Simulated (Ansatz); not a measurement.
# C2H5BClFO: a ladder of functionals and wavefunction methods

The task here is to estimate one member of a computed series from the others.

Computed with Ansatz 0.2.0, Gaussian basis. Level: functionals in def2-TZVPP, the program's frozen cores in correlated methods.

Plan: LDA (SPW92), PBE-D4, revPBE-D4, BLYP-D4, r2SCAN-D4, B97M-V, PBE0-D4, B3LYP-D4, r2SCANh-D4, r2SCAN0-D4, HSE06-D4, BHLYP-D4, CAM-B3LYP-D4, LC-ωPBE, ωB97X-V, ωB97M-V, B2PLYP, PBE-QIDH; CCSD(T)/def2-SVP; CCSD(T)/def2-TZVPP; MP2/def2-QZVPP; extrapolation to the limit; RPA on PBE.

### Structure used throughout

The geometry comes from an earlier relaxation with PBE0-D4 in a triple-zeta def2 set; it is a stationary point, not always the lowest conformer.

SMILES `CC(Cl)OBF`, 11 atoms, charge 0, spin multiplicity 1.

Atoms are counted from 1 here; the program's logs count them from 0.

Bond lengths: C1–C2 1.501 Å, C1–H7 1.090 Å, C1–H8 1.092 Å, C1–H9 1.089 Å, C2–Cl3 1.798 Å, C2–O4 1.400 Å, C2–H10 1.090 Å, O4–B5 1.351 Å, B5–F6 1.326 Å, B5–H11 1.191 Å. Angles: C2–C1–H7 110.0°, C2–C1–H8 109.2°, C2–C1–H9 110.3°, H7–C1–H8 108.9°, H7–C1–H9 109.2°, H8–C1–H9 109.1°, C1–C2–Cl3 110.2°, C1–C2–O4 109.3°, C1–C2–H10 112.5°, Cl3–C2–O4 109.2°, Cl3–C2–H10 104.7°, O4–C2–H10 110.8°, C2–O4–B5 122.3°, O4–B5–F6 120.7°, O4–B5–H11 119.2°, F6–B5–H11 120.1°.

Set-up of the first run:

The input, in.yaml:

```yaml
crystal:
  periodic: [false, false, false]
  atoms:
    - {symbol: C, position_ang: [0.277585, -0.790627, 1.394738]}
    - {symbol: C, position_ang: [0.302944, 0.239824, 0.303086]}
    - {symbol: Cl, position_ang: [1.983597, 0.820249, 0.037777]}
    - {symbol: O, position_ang: [-0.180971, -0.327547, -0.881588]}
    - {symbol: B, position_ang: [-0.766326, 0.412306, -1.848746]}
    - {symbol: F, position_ang: [-0.941329, 1.717497, -1.690680]}
    - {symbol: H, position_ang: [0.879978, -1.653016, 1.108327]}
    - {symbol: H, position_ang: [-0.752605, -1.115928, 1.556744]}
    - {symbol: H, position_ang: [0.669173, -0.370728, 2.320657]}
    - {symbol: H, position_ang: [-0.261102, 1.136307, 0.561502]}
    - {symbol: H, position_ang: [-1.145547, -0.125338, -2.841317]}
basis:
  gaussian: {orbitals: def2-TZVPP}
hamiltonian: {xc: lda}
output: {orbitals: {seedname: orbitals}}
```

Run with:

```sh
ansatz run in.yaml --threads 4 --pin off --events-out ev --progress --plain --max-ram 10444MiB
```

Among the steps run: LDA; PBE-D4 (GGA); revPBE-D4 (GGA); BLYP-D4 (GGA); r2SCAN-D4 (meta-GGA); B97M-V (meta-GGA); PBE0-D4 (hybrid); B3LYP-D4 (hybrid); r2SCANh-D4 (hybrid); r2SCAN0-D4 (hybrid); HSE06-D4 (hybrid); BHLYP-D4 (hybrid); CAM-B3LYP-D4 (range-separated); LC-ωPBE (range-separated); ωB97X-V (range-separated); ωB97M-V (range-separated); B2PLYP (double hybrid); PBE-QIDH (double hybrid).

One table of the session follows, with a row left open; its other results are not shown here.

It belongs to the step «Orbital energies across the functionals». 

```
  functional  HOMO (eV)  gap (eV)
 LDA (SPW92)      -7.37      5.84
      PBE-D4      -7.23      6.00
   revPBE-D4      -7.17      6.06
     BLYP-D4      -7.10      5.99
   r2SCAN-D4      -7.55      6.69
      B97M-V      -7.68      6.79
     PBE0-D4      -8.66      8.49
    B3LYP-D4      -8.41      7.96
  r2SCANh-D4      -8.08      7.59
  r2SCAN0-D4      -8.87      8.93
    HSE06-D4      -8.25      7.70
    BHLYP-D4      -9.97     10.83
CAM-B3LYP-D4          ?         ?
     LC-ωPBE     -11.53     13.70
     ωB97X-V     -11.15     13.19
     ωB97M-V     -11.00     12.76
```

**Question.** Estimate the row for CAM-B3LYP-D4.

**Answer.** HOMO (eV): -10.09; gap (eV): 11.00. In the column «HOMO (eV)» it lies between ωB97M-V (-11.00) and BHLYP-D4 (-9.97).
